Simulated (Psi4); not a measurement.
# SnSiH5O (SMILES [SiH3][O][SnH2]): a chain of runs

Wanted: a series of 8 runs (UHF/def2-SVP) of H5OSiSn. 

Program for the calculation: Psi4 1.11.

## (1) The system as given

The species is SnSiH5O (8 atoms), meant as a doublet with charge 0. SMILES: `[SiH3][O][SnH2]`. The shape is that of a PBE0-D4/def2-TZVP optimisation. This is one conformer, not always the lowest.

Bond lengths: Si1–O2 1.631 Å, O2–Sn3 1.970 Å, Si1–H4 1.493 Å, Si1–H5 1.487 Å, Si1–H6 1.489 Å, Sn3–H7 1.723 Å, Sn3–H8 1.730 Å. Angles: Si1–O2–Sn3 136.4°, O2–Si1–H4 111.2°, O2–Si1–H5 109.2°, O2–Si1–H6 111.0°, O2–Sn3–H7 102.4°, O2–Sn3–H8 105.0°, H4–Si1–H5 108.7°, H4–Si1–H6 107.9°, H5–Si1–H6 108.8°, H7–Sn3–H8 112.5°.

## (2) A single-point energy at UHF/def2-SVP (density fitting, core potential) (run 1)

File h5osisn.in:

```
memory 1.6 GB

molecule geom {
  0 2
  Si    -0.737900     1.075100    -0.480800
  O      0.586900     0.306200     0.078800
  Sn     0.956500    -1.332100     1.108000
  H     -1.877900     0.127700    -0.658800
  H     -0.424600     1.696400    -1.794600
  H     -1.173500     2.142300     0.461900
  H      2.665400    -1.489100     0.950500
  H      0.097400    -2.583700     0.279200
  units angstrom
  symmetry c1
}

set {
  reference uhf
}

energy('scf/def2-SVP')
print_variables()
```

Launch:

```bash
$ psi4 h5osisn.in h5osisn.out -n 1
```

h5osisn.out:

```text
[...]
    !!!  WARNING: ECP capability is in beta. Please check occupations closely.  !!!
[...]
  Running in c1 symmetry.
[...]
  Nuclear repulsion =  182.370552065504938
[...]
  Multiplicity = 2
[...]
  Nalpha       = 25
  Nbeta        = 24
[...]
    Number of basis functions: 83
[...]
   @DF-UHF iter   1:  -579.78071215568184   -2.12939e+00   6.20903e-03 DIIS/ADIIS
[...]
   @DF-UHF iter   9:  -579.90914160644309   -8.89496e-08   8.78035e-07 DIIS
[...]
   @S^2 Observed:                7.552186697E-01
[...]
    Orbital Energies [Eh]
    ---------------------
    Alpha Occupied:
       1A    -68.767833     2A    -20.529400     3A     -6.133568
       4A     -5.890247     5A     -4.244928     6A     -4.244104
       7A     -4.243968     8A     -4.081964     9A     -4.077946
      10A     -4.075205    11A     -1.368089    12A     -1.346279
      13A     -1.346063    14A     -1.341332    15A     -1.341007
      16A     -1.251028    17A     -0.731929    18A     -0.657618
      19A     -0.551612    20A     -0.547993    21A     -0.536157
      22A     -0.467636    23A     -0.446801    24A     -0.438757
      25A     -0.335039
    Alpha Virtual:
[...]
  @DF-UHF Final Energy:  -579.90914160644309
   => Energetics <=
    Nuclear Repulsion Energy =            182.3705520655049384
    One-Electron Energy =               -1247.0654828311664915
    Two-Electron Energy =                 484.7857891592186093
    Total Energy =                       -579.9091416064429723
  UHF NO Occupations:
  HONO-2 :   23  A 1.9994890
  HONO-1 :   24  A 1.9984690
[...]
 Multipole Moments:
 ------------------------------------------------------------------------------------
     Multipole            Electronic (a.u.)      Nuclear  (a.u.)        Total (a.u.)
 ------------------------------------------------------------------------------------
 L = 1.  Multiply by 2.5417464519 to convert [e a0] to [Debye]
 Dipole X            :         28.5660286          -28.5367486            0.0292801
 Dipole Y            :        -46.6182324           45.9337313           -0.6845011
 Dipole Z            :         33.2693639          -32.6286485            0.6407153
 Magnitude           :                                                    0.9380380
[...]
```

It took 1.7 s on 1 thread of AMD EPYC 9R45 (Zen 5), shared host; peak memory 0.22 GiB.

## (3) The distorted shape: a single-point energy at UHF/def2-SVP (density fitting, core potential) (run 2)

File input.in:

```
memory 1.6 GB

molecule mol {
  0 2
  Si    -0.866789     0.887326    -0.605143
  O      0.458011     0.118426    -0.045543
  Sn     0.827611    -1.519874     0.983657
  H     -2.006789    -0.060074    -0.783143
  H     -0.553489     1.508626    -1.918943
  H     -1.302389     1.954526     0.337557
  H      2.536511    -1.676874     0.826157
  H      0.097400    -2.583700     0.279200
  symmetry c1
}

set globals {
  basis def2-SVP
  reference uhf
}

set reference uhf
set stability_analysis follow
set max_attempts 5
energy("scf")
set stability_analysis none
set guess read
set guess_mix false

energy("scf")
```

Launch:

```bash
$ psi4 -i input.in -o input.out -n 1
```

input.out:

```text
[...]
    !!!  WARNING: ECP capability is in beta. Please check occupations closely.  !!!
[...]
  Running in c1 symmetry.
[...]
  Nuclear repulsion =  183.743733482415195
[...]
  Multiplicity = 2
[...]
  Nalpha       = 25
  Nbeta        = 24
[...]
    Number of basis functions: 83
[...]
   @DF-UHF iter   1:  -579.75225475652951   -2.08601e+00   6.40212e-03 DIIS/ADIIS
[...]
    !!!  WARNING: ECP capability is in beta. Please check occupations closely.  !!!
[...]
    !!!  WARNING: ECP capability is in beta. Please check occupations closely.  !!!
[...]
   @DF-UHF iter   1:  -579.88603712249414   -1.91858e-09   2.69175e-07 DIIS
[...]
   @S^2 Observed:                7.535667357E-01
[...]
    Orbital Energies [Eh]
    ---------------------
    Alpha Occupied:
       1A    -68.766587     2A    -20.525338     3A     -6.132269
       4A     -5.887284     5A     -4.243605     6A     -4.242835
       7A     -4.242685     8A     -4.078880     9A     -4.075075
      10A     -4.072881    11A     -1.366246    12A     -1.349261
      13A     -1.342952    14A     -1.338996    15A     -1.338474
      16A     -1.248115    17A     -0.737860    18A     -0.671303
      19A     -0.556076    20A     -0.545123    21A     -0.536027
      22A     -0.473313    23A     -0.445493    24A     -0.438207
      25A     -0.331338
    Alpha Virtual:
[...]
  @DF-UHF Final Energy:  -579.88603712249414
   => Energetics <=
    Nuclear Repulsion Energy =            183.7437334824151947
    One-Electron Energy =               -1249.7735542837685898
    Two-Electron Energy =                 486.1437836788592790
    Total Energy =                       -579.8860371224941446
  UHF NO Occupations:
  HONO-2 :   23  A 1.9996906
  HONO-1 :   24  A 1.9988810
[...]
 Multipole Moments:
 ------------------------------------------------------------------------------------
     Multipole            Electronic (a.u.)      Nuclear  (a.u.)        Total (a.u.)
 ------------------------------------------------------------------------------------
 L = 1.  Multiply by 2.5417464519 to convert [e a0] to [Debye]
 Dipole X            :         28.2881655          -28.3643923           -0.0762268
 Dipole Y            :        -47.0336167           46.1848314           -0.8487854
 Dipole Z            :         33.0229855          -32.4623713            0.5606141
 Magnitude           :                                                    1.0200663
[...]
```

Wall time 3.3 s (1 thread of AMD EPYC 9R45 (Zen 5), shared host); peak memory 0.24 GiB.

Run 3 isn't shown in full; the table further down has it.

## (4) The distorted shape: a single-point energy at UHF/def2-SVP (density fitting, core potential) (run 4)

File calc.py:

```python
import psi4

psi4.set_memory('1600 MB')
psi4.set_num_threads(1)
psi4.core.set_output_file('output.dat', False)

m = psi4.geometry("""
0 2
Si    -0.480150     1.450608    -0.232141
O      0.844650     0.681708     0.327459
Sn     1.214250    -0.956592     1.356659
H     -1.620150     0.503208    -0.410141
H     -0.166850     2.071908    -1.545941
H     -0.915750     2.517808     0.710559
H      2.923150    -1.113592     1.199159
H      0.097400    -2.583700     0.279200
units angstrom
symmetry c1
""")

psi4.set_options({
    'basis': 'def2-SVP',
    'reference': 'uhf',
})

psi4.set_options({'reference': 'uhf', 'stability_analysis': 'follow', 'max_attempts': 5})
psi4.energy("scf")
psi4.set_options({'stability_analysis': 'none', 'guess': 'read', 'guess_mix': False})

result = psi4.energy("scf")
print(f'total energy {result:.8f} hartree = {result * 27.211386:.5f} eV')
```

Launch:

```bash
$ python calc.py
```

output.dat:

```text
[...]
    !!!  WARNING: ECP capability is in beta. Please check occupations closely.  !!!
[...]
  Running in c1 symmetry.
[...]
  Nuclear repulsion =  180.467567881169430
[...]
  Multiplicity = 2
[...]
  Nalpha       = 25
  Nbeta        = 24
[...]
    Number of basis functions: 83
[...]
   @DF-UHF iter   1:  -579.73822200629706   -2.17778e+00   6.23439e-03 DIIS/ADIIS
[...]
    !!!  WARNING: ECP capability is in beta. Please check occupations closely.  !!!
[...]
    !!!  WARNING: ECP capability is in beta. Please check occupations closely.  !!!
[...]
   @DF-UHF iter   1:  -579.87499970360477   -3.12866e-10   1.24113e-07 DIIS
[...]
   @S^2 Observed:                8.610448828E-01
[...]
    Orbital Energies [Eh]
    ---------------------
    Alpha Occupied:
       1A    -68.770110     2A    -20.535161     3A     -6.135931
       4A     -5.897734     5A     -4.247346     6A     -4.246407
       7A     -4.246308     8A     -4.089725     9A     -4.085010
      10A     -4.081725    11A     -1.373924    12A     -1.353698
      13A     -1.351639    14A     -1.349134    15A     -1.346327
      16A     -1.255375    17A     -0.730354    18A     -0.642791
      19A     -0.552767    20A     -0.546472    21A     -0.533234
      22A     -0.461924    23A     -0.449597    24A     -0.441481
      25A     -0.344708
    Alpha Virtual:
[...]
  @DF-UHF Final Energy:  -579.87499970360477
   => Energetics <=
    Nuclear Repulsion Energy =            180.4675678811694297
    One-Electron Energy =               -1243.0734948123817958
    Two-Electron Energy =                 482.7309272276074807
    Total Energy =                       -579.8749997036047716
  UHF NO Occupations:
  HONO-2 :   23  A 1.9987980
  HONO-1 :   24  A 1.9446895
[...]
 Multipole Moments:
 ------------------------------------------------------------------------------------
     Multipole            Electronic (a.u.)      Nuclear  (a.u.)        Total (a.u.)
 ------------------------------------------------------------------------------------
 L = 1.  Multiply by 2.5417464519 to convert [e a0] to [Debye]
 Dipole X            :         29.0830763          -28.8814238            0.2016525
 Dipole Y            :        -45.8390069           45.4315847           -0.4074222
 Dipole Z            :         33.6775313          -32.9611668            0.7163645
 Magnitude           :                                                    0.8484308
[...]
```

The script printed:

```text
total energy -579.87499970 hartree = -15779.20245 eV
```

It took 3.3 s on 1 thread of AMD EPYC 9R45 (Zen 5), shared host; peak memory 0.24 GiB.

Runs 5 to 7 aren't shown in full; the table further down has their settings and results.

## (5) The distorted shape: a single-point energy at UHF/def2-SVP (density fitting, core potential) (run 8)

File h5osisn.xyz:

```xyz
8
H5OSiSn
Si     0.980322     3.578332     1.176821
O      2.305122     2.809432     1.736421
Sn     2.674722     1.171132     2.765621
H     -0.159678     2.630932     0.998821
H      1.293622     4.199632    -0.136979
H      0.544722     4.645532     2.119521
H      4.383622     1.014132     2.608121
H      0.097400    -2.583700     0.279200
```

File h5osisn.py:

```python
import psi4

psi4.set_memory('1600 MB')
psi4.set_num_threads(1)
psi4.core.set_output_file('h5osisn.out', False)

with open('h5osisn.xyz') as f:
    atoms = ''.join(f.readlines()[2:])
molecule = psi4.geometry('0 2\n' + atoms + 'symmetry c1')

psi4.set_options({
    'basis': 'def2-SVP',
    'reference': 'uhf',
})

psi4.set_options({'reference': 'uhf', 'stability_analysis': 'follow', 'max_attempts': 5})
psi4.energy("scf")
psi4.set_options({'stability_analysis': 'none', 'guess': 'read', 'guess_mix': False})

result = psi4.energy("hf")
print('E =', round(result, 9))
for k, v in sorted(psi4.core.scalar_variables().items()):
    print(f'{k:45s} {v:18.10f}')
```

Launch:

```bash
$ python h5osisn.py
```

h5osisn.out:

```text
[...]
    !!!  WARNING: ECP capability is in beta. Please check occupations closely.  !!!
[...]
  Running in c1 symmetry.
[...]
  Nuclear repulsion =  176.170455365467689
[...]
  Multiplicity = 2
[...]
  Nalpha       = 25
  Nbeta        = 24
[...]
    Number of basis functions: 83
[...]
   @DF-UHF iter   1:  -579.70752076778660   -2.23184e+00   6.44189e-03 ADIIS/DIIS
[...]
    !!!  WARNING: ECP capability is in beta. Please check occupations closely.  !!!
[...]
    !!!  WARNING: ECP capability is in beta. Please check occupations closely.  !!!
[...]
   @DF-UHF iter   1:  -579.85147512835272   -3.90492e-09   2.97694e-07 DIIS
[...]
   @S^2 Observed:                7.528188000E-01
[...]
    Orbital Energies [Eh]
    ---------------------
    Alpha Occupied:
       1A    -68.768098     2A    -20.528169     3A     -6.133867
       4A     -5.878014     5A     -4.245270     6A     -4.244377
       7A     -4.244264     8A     -4.071618     9A     -4.064358
      10A     -4.059553    11A     -1.356259    12A     -1.335967
      13A     -1.333064    14A     -1.329904    15A     -1.322199
      16A     -1.245141    17A     -0.723565    18A     -0.625705
      19A     -0.544807    20A     -0.536111    21A     -0.513077
      22A     -0.503974    23A     -0.447196    24A     -0.439001
      25A     -0.324136
    Alpha Virtual:
[...]
  @DF-UHF Final Energy:  -579.85147512835272
   => Energetics <=
    Nuclear Repulsion Energy =            176.1704553654676886
    One-Electron Energy =               -1234.9123436124189084
    Two-Electron Energy =                 478.8904131185985307
    Total Energy =                       -579.8514751283527175
  UHF NO Occupations:
  HONO-2 :   23  A 1.9999944
  HONO-1 :   24  A 1.9985983
[...]
 Multipole Moments:
 ------------------------------------------------------------------------------------
     Multipole            Electronic (a.u.)      Nuclear  (a.u.)        Total (a.u.)
 ------------------------------------------------------------------------------------
 L = 1.  Multiply by 2.5417464519 to convert [e a0] to [Debye]
 Dipole X            :         30.9459317          -30.8344343            0.1114975
 Dipole Y            :        -43.1932383           42.5862941           -0.6069443
 Dipole Z            :         35.2200399          -34.8452957            0.3747442
 Magnitude           :                                                    0.7219738
[...]
```

Standard output:

```text
E = -579.851475128
CURRENT ENERGY                                   -579.8514751284
CURRENT REFERENCE ENERGY                         -579.8514751284
DD SOLVATION ENERGY                                 0.0000000000
HF KINETIC ENERGY                                 448.9026809941
HF POTENTIAL ENERGY                             -1028.7541561225
HF TOTAL ENERGY                                  -579.8514751284
HF VIRIAL RATIO                                     2.2917086480
NUCLEAR REPULSION ENERGY                          176.1704553655
ONE-ELECTRON ENERGY                             -1234.9123436124
PCM POLARIZATION ENERGY                             0.0000000000
PE ENERGY                                           0.0000000000
SCF ITERATION ENERGY                             -579.8514751284
SCF ITERATIONS                                      1.0000000000
SCF TOTAL ENERGY                                 -579.8514751284
TWO-ELECTRON ENERGY                               478.8904131186
```

Run time: 3.9 s. Hardware: 1 thread of AMD EPYC 9R45 (Zen 5), shared host; peak memory 0.24 GiB.

## (6) Overview of the runs

| run | start | partner | energy (Eh) | dipole moment (D) | HOMO energy (eV) | LUMO energy (eV) | wall time |
| --- | --- | --- | --- | --- | --- | --- | --- |
| 1 | – | base | -579.909142 | 2.38 | -9.12 | 0.13 | 1.7 s |
| 2 | stable UHF solution | Sn3–H8 1.47 Å | -579.886037 | 2.59 | -9.02 | 0.33 | 3.3 s |
| 3 | stable UHF solution | Sn3–H8 1.99 Å | -579.896286 | 2.26 | -9.24 | -0.11 | 3.3 s |
| 4 | stable UHF solution | Sn3–H8 2.25 Å | -579.875000 | 2.16 | -9.38 | -0.26 | 3.3 s |
| 5 | stable UHF solution | Sn3–H8 2.59 Å | -579.858521 | 1.96 | -9.22 | -0.20 | 3.3 s |
| 6 | stable UHF solution | Sn3–H8 3.11 Å | -579.852156 | 1.90 | -8.99 | -0.06 | 3.3 s |
| 7 | stable UHF solution | Sn3–H8 3.81 Å | -579.851435 | 1.87 | -8.87 | 0.04 | 2.9 s |
| 8 | stable UHF solution | Sn3–H8 5.19 Å | -579.851475 | 1.84 | -8.82 | 0.11 | 3.9 s |

## (7) What came out

```
                                                          quantity          value
                              distorted shape, run 8: total energy  -579.85148 Eh
                             distorted shape, run 8: dipole moment         1.84 D
        distorted shape, run 8: HOMO energy (highest over α and β)       -8.82 eV
         distorted shape, run 8: LUMO energy (lowest over α and β)        0.11 eV
                                      distorted shape, run 8: ⟨S²⟩          0.753
energy change with the Sn3–H8 bond shortened from 1.730 to 1.470 Å       0.629 eV
energy change with the Sn3–H8 bond stretched from 1.730 to 1.989 Å       0.350 eV
energy change with the Sn3–H8 bond stretched from 1.730 to 2.249 Å       0.929 eV
energy change with the Sn3–H8 bond stretched from 1.730 to 3.805 Å       1.570 eV
energy change with the Sn3–H8 bond stretched from 1.730 to 5.189 Å       1.569 eV
energy change with the Sn3–H8 bond stretched from 1.730 to 2.594 Å       1.377 eV
energy change with the Sn3–H8 bond stretched from 1.730 to 3.113 Å       1.551 eV
```

What this shows: With the Sn3–H8 bond shortened from 1.730 to 1.470 Å the energy rises by 0.63 eV (60.7 kJ/mol). The first shape isn't relaxed at this level, so the change isn't measured from a minimum. With the Sn3–H8 bond stretched from 1.730 to 1.989 Å the energy rises by 0.35 eV (8.1 kcal/mol). With the Sn3–H8 bond stretched from 1.730 to 2.249 Å the energy rises by 0.93 eV (21.4 kcal/mol). With the Sn3–H8 bond stretched from 1.730 to 3.805 Å the energy rises by 1.57 eV (152 kJ/mol). With the Sn3–H8 bond stretched from 1.730 to 5.189 Å the energy rises by 1.57 eV (36 kcal/mol). With the Sn3–H8 bond stretched from 1.730 to 2.594 Å the energy rises by 1.38 eV (32 kcal/mol). The lowest energy is that of run 1; the highest lies 1.570 eV above it. Spin contamination of the reference: run 5 ⟨S²⟩ = 0.98, run 6 ⟨S²⟩ = 0.92, run 4 ⟨S²⟩ = 0.86. All runs together took 25 s, the longest 3.9 s.
